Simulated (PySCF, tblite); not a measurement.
# CH15NSi5: geometry, infrared bands and NMR shifts

What infrared bands and NMR shifts should CH15NSi5 (`[SiH3]N([SiH3])C([SiH3])([SiH3])[SiH3]`) show?

The runs use tblite 0.8.0 and PySCF 2.14.0, with density-fitted response routines of our own; the level of theory stands in each step. All values are computed, except where a source is named. Atoms count from 0, in the outputs and in this text.

### 1 Starting geometry

22 atoms, charge 0, multiplicity 1; geometry from: force field or distance geometry start.

Bonds of the start (Å): Si0–N1 1.76, N1–Si2 1.75, N1–C3 1.53, C3–Si4 1.91, C3–Si5 1.91, C3–Si6 1.88, Si0–H7 1.49, Si0–H8 1.48, Si0–H9 1.48, Si2–H10 1.47, Si2–H11 1.48, Si2–H12 1.48, Si4–H13 1.50, Si4–H14 1.49, Si4–H15 1.49, Si5–H16 1.48, Si5–H17 1.48, Si5–H18 1.48, Si6–H19 1.49, Si6–H20 1.49, Si6–H21 1.49.

### 2 Relaxing the molecule with GFN2-xTB

Job settings and geometry (Å):

```
{"job": {"kind": "relax", "xc": "GFN2-xTB", "basis": "xTB"}, "charge": 0, "multiplicity": 1}
Si     2.277500     0.662000     0.628000
N      0.970100     0.004100    -0.341400
Si     1.744100    -1.446700    -0.945300
C     -0.518900     0.160000    -0.039100
Si    -1.130100     1.941000     0.256100
Si    -1.709400    -0.329100    -1.453600
Si    -1.196400    -0.780100     1.445800
H      1.881100     2.027300     1.058300
H      3.523900     0.799300    -0.153900
H      2.439700    -0.175500     1.840900
H      3.023200    -1.144200    -1.612300
H      1.872200    -2.419500     0.160300
H      0.844200    -2.024700    -1.965800
H     -0.702300     2.822100    -0.875800
H     -2.607400     2.058000     0.407500
H     -0.540200     2.505000     1.504100
H     -1.623800    -1.785100    -1.717000
H     -3.134100    -0.043000    -1.156200
H     -1.328400     0.373100    -2.702900
H     -0.953100    -2.240100     1.296700
H     -2.656000    -0.573500     1.675000
H     -0.486100    -0.371100     2.689900
```

Started as:

```console
$ OMP_NUM_THREADS=1 python probes_run.py task.json out
```

This one command runs all jobs of the session in turn.

**Question.** This job is followed by: GFN2-xTB harmonic vibrations, gas phase; GIAO PBE0/pcSseg-1 NMR shielding, non-relativistic, gas phase. What will the session give for the following? strongest single infrared mode (GFN2-xTB); zero-point energy (GFN2-xTB); 13C shifts against TMS (PBE0/pcSseg-1); 1H shifts against TMS (PBE0/pcSseg-1, means over atoms taken as alike); 29Si shifts against TMS (PBE0/pcSseg-1, means over atoms taken as alike); 15N shifts against NH3 (PBE0/pcSseg-1); surface potential, 1st and 99th percentile.

The runs gave:

| quantity | value |
| --- | --- |
| strongest single infrared mode (GFN2-xTB) | 2242 cm⁻¹, 897 km/mol |
| zero-point energy (GFN2-xTB) | 83.6 kcal/mol |
| 13C shifts against TMS (PBE0/pcSseg-1) | 19.1 ppm |
| 1H shifts against TMS (PBE0/pcSseg-1, means over atoms taken as alike) | 4.94, 4.34 ppm |
| 29Si shifts against TMS (PBE0/pcSseg-1, means over atoms taken as alike) | -49.3, -72.0 ppm |
| 15N shifts against NH3 (PBE0/pcSseg-1) | -9.3 ppm |
| surface potential, 1st and 99th percentile | -0.01 V and 1.16 V |

**Reading.** Relaxing lowered the energy by 0.610 eV in 116 steps; the close pair that moved most is N1–C3, from 1.527 to 1.485 Å. No mode is imaginary among the 60: a minimum at this level. GFN2-xTB is a fitted tight-binding method: band positions and strengths are rough. Its intensities can rank the bands wrongly. At PBE0/pcSseg-1: The largest span, 114 ppm, is at Si0, Si2, where the paramagnetic term is -483 ppm. At PBE0/pcSseg-1, counted by nearest atom on the grid, the HOMO lies on N1 47 %; C3 13 %, the LUMO on N1 7 %; C3 7 %.
